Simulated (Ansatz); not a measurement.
**ClFH2NSi radical: how energies converge with the basis set**

One table from this session's results is given with a row withheld; the runs are named, their logs left out.

Program: Ansatz 0.2.0, Gaussian basis. Level of theory: one geometry, several basis sets. These are calculated values, not measurements.

Levels to be run: PBE0-D4/def2-SVP; ωB97M-V/def2-SVP; PBE0-D4/def2-QZVPP; ωB97M-V/def2-QZVPP; CCSD(T)/cc-pV(D+d)Z; CCSD(T)/cc-pV(T+d)Z; CCSD(T)/cc-pV(Q+d)Z; the functionals' def2-TZVPP values are taken from earlier runs.

## The geometry

All runs share one geometry, relaxed beforehand with PBE0-D4 in a triple-zeta def2 set.

SMILES `[NH][SiH](F)Cl`, 6 atoms, charge 0, spin multiplicity 2.

Atoms are counted from 1 here; the program's logs count them from 0.

Bond lengths: N1–Si2 1.728 Å, N1–H5 1.022 Å, Si2–F3 1.590 Å, Si2–Cl4 2.036 Å, Si2–H6 1.469 Å. Angles: Si2–N1–H5 115.8°, N1–Si2–F3 113.5°, N1–Si2–Cl4 106.0°, N1–Si2–H6 110.5°, F3–Si2–Cl4 108.6°, F3–Si2–H6 107.8°, Cl4–Si2–H6 110.4°.

The first run:

Input file in.yaml:

```yaml
crystal:
  periodic: [false, false, false]
  atoms:
    - {symbol: N, position_ang: [-1.023899, 0.843182, -0.329031]}
    - {symbol: Si, position_ang: [0.175546, -0.378211, -0.094821]}
    - {symbol: F, position_ang: [1.655869, 0.121918, -0.389902]}
    - {symbol: Cl, position_ang: [0.051606, -0.918728, 1.864394]}
    - {symbol: H, position_ang: [-0.727290, 1.801043, -0.134026]}
    - {symbol: H, position_ang: [-0.089832, -1.533202, -0.962813]}
basis:
  gaussian: {orbitals: def2-SVP}
magnetization: {spin_polarized: true, initial_magnetization: 1}
hamiltonian: {xc: pbe0, dispersion: d4}
output: {orbitals: {seedname: orbitals}}
```

On the command line:

```bash
ansatz run in.yaml --threads 2 --pin off --events-out ev --progress --plain --max-ram 32768MiB --backend cpu
```

Among the steps run: PBE0-D4 in def2-SVP; ωB97M-V in def2-SVP; PBE0-D4 in def2-QZVPP; ωB97M-V in def2-QZVPP.

One table of the session follows, with a row left open; its other results are not shown here.

| functional | basis | HOMO (eV) | LUMO (eV) |
| --- | --- | --- | --- |
| PBE0-D4 | def2-SVP | -8.54 | -3.90 |
| PBE0-D4 | def2-TZVPP | -8.79 | -4.11 |
| PBE0-D4 | def2-QZVPP | -8.83 | -4.16 |
| ωB97M-V | def2-SVP | -10.88 | -1.72 |
| ωB97M-V | def2-TZVPP | -11.16 | -2.03 |
| ωB97M-V | def2-QZVPP | ? | ? |

**Question.** Estimate the row for ωB97M-V, def2-QZVPP.

As computed: HOMO (eV): -11.21; LUMO (eV): -2.10. In the column «HOMO (eV)» it is the lowest.
